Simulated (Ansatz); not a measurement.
# CGeN: the cost of one run

The runs use Ansatz 0.2.0, Gaussian basis; cc-pVTZ, core rule «outside noble gas», up to 16 orbitals frozen.

Plan: UHF; CCSD(T) on ROHF; CCSD(T) on UHF; BCCD(T) on ROHF; CCSDT(Q) on ROHF; CCSDT(Q) on UHF; CASSCF and NEVPT2, 12 electrons in 12 orbitals.

5 further runs of the same task are left out: 5 set aside as unsound or not needed.

## (1) The geometry

The geometry is a PBE0/def2-TZVP stationary point (not a proven minimum) of the parent state, kept for this charge and spin. No spin-orbit coupling is included. The filled d shell of Ge may be among the frozen orbitals whatever the setting's name suggests; the logs give the count.

3 atoms, charge 1, spin multiplicity 3.

Atoms are counted from 1 here; the program's logs count them from 0.

Bond lengths: Ge1–C2 1.947 Å, C2–N3 1.160 Å. Angles: Ge1–C2–N3 180.0°.

Geometry (Å):

```xyz
3
CGeN
Ge    0.0000    0.0000    1.6846
C     0.0000    0.0000   -0.2621
N     0.0000    0.0000   -1.4225
```

## (2) UHF

in.yaml

```yaml
crystal:
  periodic: [false, false, false]
  atoms:
    - {symbol: Ge, position_ang: [0.000000, 0.000000, 1.684600]}
    - {symbol: C, position_ang: [0.000000, 0.000000, -0.262100]}
    - {symbol: N, position_ang: [0.000000, 0.000000, -1.422500]}
basis:
  gaussian: {orbitals: cc-pVTZ}
total_charge: 1
magnetization: {spin_polarized: true, initial_magnetization: 2}
hamiltonian: {xc: hf}
output: {orbitals: {seedname: orbitals}}
```

Run with:

```console
$ ansatz run in.yaml --threads 1 --pin off --events-out ev --progress --plain --max-ram 4096MiB --backend cpu
```

**Question.** How long does this run take on 1 thread of AMD EPYC 7R13, shared host, and how much memory does it need?

About 28 s, with a peak of 0.34 GiB.
